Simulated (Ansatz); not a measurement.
## BiTe: relaxation of cell and atoms with r2SCAN

BiTe:

```
Bi Te
1.0
     0.00000    3.23500    3.23500
     3.23500    0.00000    3.23500
     3.23500    3.23500    0.00000
Bi Te
1 1
Direct
  0.00000 0.00000 0.00000
  0.50000 0.50000 0.50000
```

```
Program               : Ansatz 0.2.0
Task                  : relaxation of cell and atoms
Functional            : r2SCAN
Potentials or basis   : Ansatz PAW
Cutoff                : 500 eV (not typed: the program's choice for these potentials)
k mesh                : 7 × 7 × 7
Occupations           : fermi-dirac, width 0.05 eV
Spin                  : no spin polarisation
Target pressure       : 2 GPa
Target pressure (GPa) : 2
```

| Property | Result |
| --- | --- |
| Relaxed volume | 32.72 Å³/atom |
| Relaxed cell | a = 4.523 Å, b = 4.523 Å, c = 4.523 Å, α = 60.00°, β = 60.00°, γ = 60.00° |
| Space group after relaxing (to 0.05 Å) | Fm-3m (No. 225) |
| Energy change on relaxing (the enthalpy is what falls) | +7.2 meV/atom |
| Ionic steps | 5 |
| Pressure after relaxing | 2.0 GPa |
| Band gap on the k mesh | none (metal or under the smearing width) |

Step by step:
| step | energy change (eV) | largest force (eV/Å) | volume (Å³) |
| --- | --- | --- | --- |
| 1 | 0.0000 | 0.0000 | 67.71 |
| 2 | 0.0391 | 0.0000 | 63.95 |
| 3 | 0.0132 | 0.0000 | 65.52 |
| 4 | 0.0142 | 0.0000 | 65.44 |
| 5 | 0.0145 | 0.0000 | 65.44 |

Final structure:
```cif
data_structure
_symmetry_space_group_name_H-M 'P 1'
_symmetry_Int_Tables_number 1
_cell_length_a 4.5233
_cell_length_b 4.5233
_cell_length_c 4.5233
_cell_angle_alpha 60.000
_cell_angle_beta 60.000
_cell_angle_gamma 60.000
_cell_volume 65.44
loop_
_atom_site_label
_atom_site_type_symbol
_atom_site_fract_x
_atom_site_fract_y
_atom_site_fract_z
_atom_site_occupancy
Bi1 Bi 0.00000 0.00000 0.00000 1
Te1 Te 0.50000 0.50000 0.50000 1
```

Levels at points of the mesh, in eV from the Fermi level:
| k point | band 13 | band 14 | band 15 | band 16 | band 17 | band 18 |
| --- | --- | --- | --- | --- | --- | --- |
| (0.00, 0.00, 0.00) | -2.96 | -2.96 | -2.96 | 2.25 | 2.25 | 2.25 |

Wall time 4.9 s on 2 threads of AMD EPYC 9R45 96-Core Processor (Zen 5) (shared host), peak memory 0.64 GiB.

Caveat: the plane-wave basis is chosen anew once the cell has moved, so the energies of steps on either side of that aren't comparable; spin-orbit coupling is left out, which moves the levels of the heavy elements; the PAW data sets come from PBE, with cores solved anew for the run's functional, which leaves a small shift of forces and pressure.
